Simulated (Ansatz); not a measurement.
Crystal: NaLaMg6.

```
La Mg Na
1.0
     5.31916    0.00000    0.00000
     0.00000    3.38774    5.92203
     0.00000   -3.38774    5.92203
La Mg Na
1 6 1
Direct
  0.00000 0.83579 0.83579
  0.50000 0.16684 0.16684
  0.50000 0.17452 0.66435
  0.50000 0.66435 0.17452
  0.00000 0.33760 0.33760
  0.00000 0.33120 0.83012
  0.00000 0.83012 0.33120
  0.50000 0.65957 0.65957
```

The cell comes from a database or a generator and needn't be the stable form of this composition.

* Program: Ansatz 0.2.0
* Task: single point
* Functional: PBE
* Potentials or basis: Ansatz PAW
* Cutoff: 420 eV (not typed: the program's choice for these potentials)
* k mesh: 5 × 5 × 5
* Occupations: fermi-dirac, width 0.05 eV
* Spin: no spin polarisation

On this cell: pressure 0.1 GPa; largest force 0.092 eV/Å; band gap on the k mesh none (metal or under the smearing width).

The same run follows on a disturbed copy (atoms moved at random, drawn with an rms of 0.05 Å):

```
La Mg Na
1.0
     5.31916    0.00000    0.00000
     0.00000    3.38774    5.92203
     0.00000   -3.38774    5.92203
La Mg Na
1 6 1
Direct
  0.00513 0.83487 0.84057
  0.50382 0.16469 0.16085
  0.50311 0.17124 0.65638
  0.50260 0.65998 0.17835
  0.01370 0.33228 0.33898
  0.01137 0.33747 0.83750
  0.99767 0.83411 0.32474
  0.50768 0.66334 0.65878
```

Question: What changes?

Answer: The energy (extrapolated to zero smearing) moves by +4.2 meV/atom; pressure 0.1 GPa; largest force 0.259 eV/Å; band gap on the k mesh none (metal or under the smearing width).

Forces on the atoms (eV/Å):
```
La  -0.016  0.090 -0.014
Mg   0.031  0.008  0.034
Mg   0.074  0.074  0.154
Mg   0.034 -0.048  0.016
Mg  -0.112  0.033  0.126
Mg  -0.066  0.003 -0.251
Mg   0.093 -0.147  0.076
Na  -0.039 -0.012 -0.141
```

Stress tensor (GPa, compression positive):
```
 0.05  0.00  0.06
 0.00  0.40 -0.09
 0.06 -0.09 -0.02
```
